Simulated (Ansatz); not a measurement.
# C2H8B2: the cost of one run

Program: Ansatz 0.2.0, Gaussian basis. Level of theory: the settings change from run to run. These are calculated values, not measurements.

## 1. The geometry

The structure was relaxed beforehand with PBE0-D4 in a triple-zeta def2 set.

12 atoms, charge 0, spin multiplicity 1.

Atoms are counted from 1 here; the program's logs count them from 0.

Bond lengths: B1–C2 1.548 Å, B1–H5 1.198 Å, B1–H6 1.197 Å, C2–B3 1.568 Å, C2–H7 1.090 Å, C2–H8 1.100 Å, B3–C4 1.557 Å, B3–H9 1.202 Å, C4–H10 1.092 Å, C4–H11 1.097 Å, C4–H12 1.098 Å. Angles: C2–B1–H5 120.1°, C2–B1–H6 121.5°, H5–B1–H6 118.4°, B1–C2–B3 107.0°, B1–C2–H7 113.5°, B1–C2–H8 106.3°, B3–C2–H7 112.7°, B3–C2–H8 104.6°, H7–C2–H8 112.1°, C2–B3–C4 123.0°, C2–B3–H9 118.7°, C4–B3–H9 118.3°, B3–C4–H10 115.5°, B3–C4–H11 109.3°, B3–C4–H12 109.7°, H10–C4–H11 108.7°, H10–C4–H12 108.6°, H11–C4–H12 104.4°.

## 2. BHLYP/cc-pVTZ-DK

Input file in.yaml:

```yaml
crystal:
  periodic: [false, false, false]
  atoms:
    - {symbol: B, position_ang: [-0.725097, 1.603191, -0.240168]}
    - {symbol: C, position_ang: [-1.041384, 0.268468, 0.477684]}
    - {symbol: B, position_ang: [0.321935, -0.479840, 0.677109]}
    - {symbol: C, position_ang: [1.091585, -1.165279, -0.489872]}
    - {symbol: H, position_ang: [-0.378088, 1.600596, -1.387082]}
    - {symbol: H, position_ang: [-0.782914, 2.651345, 0.335773]}
    - {symbol: H, position_ang: [-1.590251, 0.396606, 1.410463]}
    - {symbol: H, position_ang: [-1.593852, -0.348652, -0.246729]}
    - {symbol: H, position_ang: [0.805183, -0.513953, 1.777053]}
    - {symbol: H, position_ang: [0.618158, -1.093272, -1.470916]}
    - {symbol: H, position_ang: [1.246478, -2.224863, -0.250271]}
    - {symbol: H, position_ang: [2.105047, -0.749748, -0.558941]}
basis:
  gaussian: {orbitals: cc-pVTZ-DK}
hamiltonian: {xc: {name: BHLYP}}
```

Launch:

```bash
ansatz run in.yaml --threads 2 --pin off --events-out ev --progress --plain --max-ram 4352MiB
```

Q: Estimate wall time and peak memory on 2 threads of Arm Neoverse V1, shared host.

About 3.2 s, with a peak of 0.37 GiB.
